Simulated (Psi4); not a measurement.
# PbO (SMILES [O][Pb]) at B3LYP/def2-TZVP (core potential)

What is the vertical ionisation energy of PbO at B3LYP/def2-TZVP (core potential)? 

The calculation is run with Psi4 1.11.

5 further runs of the same task are left out: 4 that didn't finish, 1 set aside as unsound or not needed.

### 1 The structure to begin with

PbO has 2 atoms, charge 0, and is taken as a singlet. As SMILES, `[O][Pb]`. The bond length is the measured one.

Bond lengths: O1–Pb2 1.922 Å.

### 2 The energy at B3LYP/def2-TZVP (core potential)

The input, input.dat:

```
memory 1600 mb

molecule molecule1 {
  O      0.000000     0.000000     0.000000
  Pb     0.000000     0.000000     1.921813
  symmetry c1
}

set globals {
  reference            rks
  puream               true
  e_convergence        1e-09
  d_convergence        1e-08
  scf_type             pk
  dft_radial_points    99
  dft_spherical_points 590
}

E, wfn = energy("b3lyp/def2-TZVP", return_wfn=True)
```

Started as:

```console
$ psi4 input.dat output.dat -n 1
```

output.dat, shortened:

```text
[...]
    !!!  WARNING: ECP capability is in beta. Please check occupations closely.  !!!
[...]
  Running in c1 symmetry.
[...]
  Nuclear repulsion =   48.462149583710804
[...]
  Multiplicity = 1
[...]
  Nalpha       = 15
  Nbeta        = 15
[...]
    Number of basis functions: 81
[...]
 WARNING: Atomic UHF is not converging! Try casting from a smaller basis or call Rob at CCMST.
   -------------------------
[...]
   @RKS iter   1:  -267.64642097209861   -1.04820e+00   1.36798e-02 ADIIS/DIIS
[...]
   @RKS iter  14:  -268.18237825543906   -3.41061e-13   4.27484e-10 DIIS
[...]
    Orbital Energies [Eh]
    ---------------------
    Doubly Occupied:
       1A    -19.083070     2A     -5.513937     3A     -3.350587
       4A     -3.350587     5A     -3.337782     6A     -0.920818
       7A     -0.861941     8A     -0.861941     9A     -0.850807
      10A     -0.850807    11A     -0.788279    12A     -0.474991
      13A     -0.263815    14A     -0.263815    15A     -0.261736
[...]
  @RKS Final Energy:  -268.18237825543906
   => Energetics <=
    Nuclear Repulsion Energy =             48.4621495837108043
    One-Electron Energy =                -536.9979747922413935
    Two-Electron Energy =                 240.3935949873105358
    DFT Exchange-Correlation Energy =     -20.0401480342189977
    Empirical Dispersion Energy =           0.0000000000000000
    VV10 Nonlocal Energy =                  0.0000000000000000
    Total Energy =                       -268.1823782554390618
[...]
 Multipole Moments:
 ------------------------------------------------------------------------------------
     Multipole            Electronic (a.u.)      Nuclear  (a.u.)        Total (a.u.)
 ------------------------------------------------------------------------------------
 L = 1.  Multiply by 2.5417464519 to convert [e a0] to [Debye]
 Dipole X            :          0.0000000            0.0000000            0.0000000
 Dipole Y            :         -0.0000000            0.0000000           -0.0000000
 Dipole Z            :         23.1188351          -21.2728729            1.8459622
 Magnitude           :                                                    1.8459622
[...]
```

Wall time 15 s (1 thread of Intel Xeon at 2.50GHz (Skylake/Cascade Lake), shared host); peak memory 0.52 GiB.

### 3 The doublet cation

The input, input.in:

```
memory 1600 MB

molecule geom {
  1 2
  O      0.000000     0.000000     0.000000
  Pb     0.000000     0.000000     1.921813
  symmetry c1
}

set {
  basis                def2-TZVP
  reference            uks
  puream               true
  e_convergence        1e-09
  d_convergence        1e-08
  scf_type             pk
  dft_radial_points    99
  dft_spherical_points 590
  maxiter              100
}

E, wfn = energy('b3lyp', return_wfn=True)
```

Started as:

```console
$ psi4 input.in input.out -n 1
```

input.out, shortened:

```text
[...]
    !!!  WARNING: ECP capability is in beta. Please check occupations closely.  !!!
[...]
  Running in c1 symmetry.
[...]
  Nuclear repulsion =   48.462149583710804
[...]
  Multiplicity = 2
[...]
  Nalpha       = 15
  Nbeta        = 14
[...]
    Number of basis functions: 81
[...]
   @UKS iter   1:  -267.57522876439378   -9.77008e-01   9.55438e-03 DIIS/ADIIS
[...]
   @UKS iter  17:  -267.83645549286558    7.73070e-12   4.23499e-09 DIIS
[...]
   @S^2 Observed:                7.607582108E-01
[...]
    Orbital Energies [Eh]
    ---------------------
    Alpha Occupied:
       1A    -19.404948     2A     -5.811256     3A     -3.644765
       4A     -3.644765     5A     -3.641849     6A     -1.241874
       7A     -1.151672     8A     -1.151672     9A     -1.149661
      10A     -1.149661    11A     -1.099747    12A     -0.770836
      13A     -0.598588    14A     -0.562908    15A     -0.562908
    Alpha Virtual:
      16A     -0.336213    17A     -0.336213    18A     -0.229786
      19A     -0.066262    20A     -0.066262    21A     -0.060732
      22A     -0.038184    23A     -0.038184    24A     -0.021983
      25A     -0.002535    26A     -0.002535    27A      0.025825
[...]
  @UKS Final Energy:  -267.83645549286558
   => Energetics <=
    Nuclear Repulsion Energy =             48.4621495837108043
    One-Electron Energy =                -528.1402769725834787
    Two-Electron Energy =                 231.6706797576574672
    DFT Exchange-Correlation Energy =     -19.8290078616503749
    Empirical Dispersion Energy =           0.0000000000000000
    VV10 Nonlocal Energy =                  0.0000000000000000
    Total Energy =                       -267.8364554928655821
[...]
 Multipole Moments:
 ------------------------------------------------------------------------------------
     Multipole            Electronic (a.u.)      Nuclear  (a.u.)        Total (a.u.)
 ------------------------------------------------------------------------------------
 L = 1.  Multiply by 2.5417464519 to convert [e a0] to [Debye]
 Dipole X            :          0.0000002            0.0000000            0.0000002
 Dipole Y            :         -0.0000000            0.0000000           -0.0000000
 Dipole Z            :         22.5115446          -21.2728729            1.2386717
 Magnitude           :                                                    1.2386717
[...]
```

Run time: 22 s. Hardware: 1 thread of Intel Xeon at 2.50GHz (Skylake/Cascade Lake), shared host; peak memory 0.52 GiB.

### 4 What came out

Level: B3LYP/def2-TZVP (core potential).

| quantity | value |
| --- | --- |
| singlet PbO: total energy | -268.18238 Eh |
| singlet PbO: dipole moment | 4.69 D |
| singlet PbO: HOMO energy | -7.12 eV |
| singlet PbO: LUMO energy | -2.48 eV |
| singlet PbO: HOMO–LUMO gap | 4.64 eV |
| doublet cation: total energy | -267.83646 Eh |
| doublet cation: HOMO energy (highest over α and β) | -14.64 eV |
| doublet cation: LUMO energy (lowest over α and β) | -11.80 eV |
| doublet cation: ⟨S²⟩ | 0.761 |
| vertical ionisation energy (to the doublet cation) | 9.413 eV |

What this shows: The vertical ionisation energy comes to 9.41 eV (217 kcal/mol). −ε(HOMO) before ionisation, 7.12 eV, is 2.29 eV below this ionisation energy.
